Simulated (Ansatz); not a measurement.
# BGaH6Si: basis-set convergence

One table from this session's results is given with a row withheld; the runs are named, their logs left out.

Program: Ansatz 0.2.0, Gaussian basis. Level of theory: one geometry, several basis sets. These are calculated values, not measurements.

Levels to be run: PBE0-D4/def2-SVP; ωB97M-V/def2-SVP; PBE0-D4/def2-QZVPP; ωB97M-V/def2-QZVPP; the functionals' def2-TZVPP values are taken from earlier runs.

## The geometry

All runs share one geometry, relaxed beforehand with PBE0-D4 in a triple-zeta def2 set.

SMILES `[BH2][GaH][SiH3]`, 9 atoms, charge 0, spin multiplicity 1.

Atoms are counted from 1 here; the program's logs count them from 0.

Bond lengths: B1–Ga2 2.058 Å, B1–H4 1.199 Å, B1–H5 1.199 Å, Ga2–Si3 2.424 Å, Ga2–H6 1.576 Å, Si3–H7 1.491 Å, Si3–H8 1.489 Å, Si3–H9 1.491 Å. Angles: Ga2–B1–H4 121.9°, Ga2–B1–H5 122.0°, H4–B1–H5 116.0°, B1–Ga2–Si3 122.2°, B1–Ga2–H6 123.2°, Si3–Ga2–H6 114.5°, Ga2–Si3–H7 110.1°, Ga2–Si3–H8 113.8°, Ga2–Si3–H9 110.2°, H7–Si3–H8 107.6°, H7–Si3–H9 107.5°, H8–Si3–H9 107.6°.

The first run:

Input file in.yaml:

```yaml
crystal:
  periodic: [false, false, false]
  atoms:
    - {symbol: B, position_ang: [-1.485983, 0.688115, -1.467082]}
    - {symbol: Ga, position_ang: [0.336149, 0.689735, -0.510026]}
    - {symbol: Si, position_ang: [0.857484, -0.859011, 1.280882]}
    - {symbol: H, position_ang: [-1.697656, 0.002076, -2.426766]}
    - {symbol: H, position_ang: [-2.412773, 1.334946, -1.068201]}
    - {symbol: H, position_ang: [1.502505, 1.685860, -0.873936]}
    - {symbol: H, position_ang: [2.037135, -1.692396, 0.909265]}
    - {symbol: H, position_ang: [-0.259027, -1.785322, 1.617452]}
    - {symbol: H, position_ang: [1.210767, -0.110204, 2.521210]}
basis:
  gaussian: {orbitals: def2-SVP}
hamiltonian: {xc: pbe0, dispersion: d4}
output: {orbitals: {seedname: orbitals}}
```

Launch:

```sh
ansatz run in.yaml --threads 2 --pin off --events-out ev --progress --plain --max-ram 4352MiB
```

Steps of the session up to this table: PBE0-D4 in def2-SVP; ωB97M-V in def2-SVP; PBE0-D4 in def2-QZVPP; ωB97M-V in def2-QZVPP.

One of the session's tables, all rows but one given; the rest of the session is left out.

| functional | basis | HOMO (eV) | LUMO (eV) |
| --- | --- | --- | --- |
| PBE0-D4 | def2-SVP | -7.22 | -2.23 |
| PBE0-D4 | def2-TZVPP | -7.21 | -2.27 |
| PBE0-D4 | def2-QZVPP | -7.21 | -2.28 |
| ωB97M-V | def2-SVP | -9.18 | -0.21 |
| ωB97M-V | def2-TZVPP | -9.20 | -0.37 |
| ωB97M-V | def2-QZVPP | ? | ? |

Estimate the missing values for ωB97M-V, def2-QZVPP.

**Answer.** HOMO (eV): -9.20; LUMO (eV): -0.42.
